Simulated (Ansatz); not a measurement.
**Mn2Al2Cu under changes of volume**

One of the cells (13.020 Å³/atom); the others are scaled copies at fixed shape and fractional positions:

```
CELL_PARAMETERS angstrom
-1.37766 1.37766 8.57535
1.37766 -1.37766 8.57535
1.37766 1.37766 -8.57535
ATOMIC_POSITIONS crystal
Cu 0.99079 0.99079 0.00000
Mn 0.38791 0.38791 0.00000
Mn 0.81335 0.81335 0.00000
Al 0.21755 0.21755 0.00000
Al 0.59040 0.59040 0.00000
```

The cell comes from a database or a generator and needn't be the stable form of this composition.

```yaml
Program: Ansatz 0.2.0
Functional: PBEsol
Potentials_or_basis: Ansatz PAW
Cutoff: "420 eV (not typed: the program's choice for these potentials)"
k_mesh: 13 × 13 × 13
Occupations: fermi-dirac, width 0.05 eV
Spin: collinear spin, ferromagnetic start
Starting_moments: "[0.6, 4.0, 4.0, 0.0, 0.0] μB"
```

| volume (Å³/atom) | energy over the lowest point (meV/atom) | pressure (GPa) | moment (μB per cell) | largest force (eV/Å) |
| --- | --- | --- | --- | --- |
| 12.510 | 0.00 | -0.6 | 0.39 | 0.308 |
| 12.765 | 2.60 | -2.6 | 0.79 | 0.329 |
| 13.020 | 8.33 | -4.7 | 0.98 | 0.343 |
| 13.276 | 17.33 | -6.5 | 1.09 | 0.387 |
| 13.531 | ? | ? | ? | ? |

Q: What does the run at 13.531 Å³/atom give?

A: Energy over the lowest point 28.49 meV/atom; pressure -7.3 GPa; moment 1.38 μB per cell; largest force 0.530 eV/Å.

Worked out: A Birch-Murnaghan fit of order 2 (a polynomial in V^(-2/3)) to the other rows has its minimum at 12.46 Å³/atom, just outside them, with B0 = V·E''(V) = 116 GPa at fixed shape and positions, which overstates the stiffness. It gives 28.92 meV/atom at 13.531 Å³/atom, against the run's 28.49, and -dE/dV = -8.1 GPa, against -7.3. A parabola through the other rows of the moment, of slope -0.526 μB per Å³/atom there, extrapolates to 1.02 μB, against the run's 1.38.

Energies are extrapolated to zero smearing.

Caveats: the PAW data sets come from PBE, with cores solved anew for the run's functional, which leaves a small shift of forces and pressure; the starting moments weren't kept; the moment fell far below its start of 4 μB, so a state of higher moment may lie lower in energy (some runs).
